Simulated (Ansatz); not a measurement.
# C₂H₆ClGa: how energies converge with the basis set

One table from this session's results is given with a row withheld; the runs are named, their logs left out.

Method: one geometry, several basis sets; program: Ansatz 0.2.0, Gaussian basis.

The runs, in order: PBE0-D4/def2-SVP; ωB97M-V/def2-SVP; PBE0-D4/def2-QZVPP; ωB97M-V/def2-QZVPP; the functionals' def2-TZVPP values are taken from earlier runs.

## The relaxed structure

The geometry comes from an earlier relaxation with PBE0-D4 in a triple-zeta def2 set; it is a stationary point, not always the lowest conformer.

SMILES `[CH3][Ga]([CH3])[Cl]`, 10 atoms, charge 0, spin multiplicity 1.

Atoms are counted from 1 here; the program's logs count them from 0.

Bond lengths: C1–Ga2 1.956 Å, C1–H5 1.089 Å, C1–H6 1.093 Å, C1–H7 1.093 Å, Ga2–C3 1.956 Å, Ga2–Cl4 2.171 Å, C3–H8 1.089 Å, C3–H9 1.093 Å, C3–H10 1.093 Å. Angles: Ga2–C1–H5 110.8°, Ga2–C1–H6 110.4°, Ga2–C1–H7 110.1°, H5–C1–H6 109.1°, H5–C1–H7 108.9°, H6–C1–H7 107.4°, C1–Ga2–C3 130.6°, C1–Ga2–Cl4 114.7°, C3–Ga2–Cl4 114.7°, Ga2–C3–H8 110.8°, Ga2–C3–H9 110.2°, Ga2–C3–H10 110.4°, H8–C3–H9 109.0°, H8–C3–H10 109.1°, H9–C3–H10 107.4°.

Coordinates:

```
C    -0.5370    1.4649   -0.8820
Ga   -0.4073   -0.3288   -0.1114
C     0.9825   -1.1375    1.0031
Cl   -2.0766   -1.6381   -0.5734
H    -1.4765    1.5876   -1.4197
H    -0.4724    2.2223   -0.0972
H     0.2921    1.6384   -1.5726
H     0.7143   -2.1573    1.2764
H     1.9346   -1.1522    0.4667
H     1.1294   -0.5507    1.9131
```

Set-up of the first run:

Input file in.yaml:

```yaml
crystal:
  periodic: [false, false, false]
  atoms:
    - {symbol: C, position_ang: [-0.537034, 1.464885, -0.882027]}
    - {symbol: Ga, position_ang: [-0.407259, -0.328756, -0.111441]}
    - {symbol: C, position_ang: [0.982549, -1.137456, 1.003119]}
    - {symbol: Cl, position_ang: [-2.076636, -1.638137, -0.573412]}
    - {symbol: H, position_ang: [-1.476501, 1.587636, -1.419666]}
    - {symbol: H, position_ang: [-0.472395, 2.222329, -0.097183]}
    - {symbol: H, position_ang: [0.292066, 1.638425, -1.572624]}
    - {symbol: H, position_ang: [0.714252, -2.157294, 1.276355]}
    - {symbol: H, position_ang: [1.934621, -1.152231, 0.466745]}
    - {symbol: H, position_ang: [1.129436, -0.550702, 1.913131]}
basis:
  gaussian: {orbitals: def2-SVP}
hamiltonian: {xc: pbe0, dispersion: d4}
output: {orbitals: {seedname: orbitals}}
```

Started as:

```
ansatz run in.yaml --threads 2 --pin off --events-out ev --progress --plain --max-ram 32768MiB --backend cpu
```

Steps of the session up to this table: PBE0-D4 in def2-SVP; ωB97M-V in def2-SVP; PBE0-D4 in def2-QZVPP; ωB97M-V in def2-QZVPP.

One of the session's tables, all rows but one given; the rest of the session is left out.

It belongs to the step «Functionals by basis». 

| functional | basis | HOMO (eV) |
| --- | --- | --- |
| PBE0-D4 | def2-SVP | -7.72 |
| PBE0-D4 | def2-TZVPP | -7.83 |
| PBE0-D4 | def2-QZVPP | -7.85 |
| ωB97M-V | def2-SVP | -9.89 |
| ωB97M-V | def2-TZVPP | -10.02 |
| ωB97M-V | def2-QZVPP | ? |

Estimate the missing values for ωB97M-V, def2-QZVPP.

As computed: HOMO (eV): -10.05. In the column «HOMO (eV)» it is the lowest.
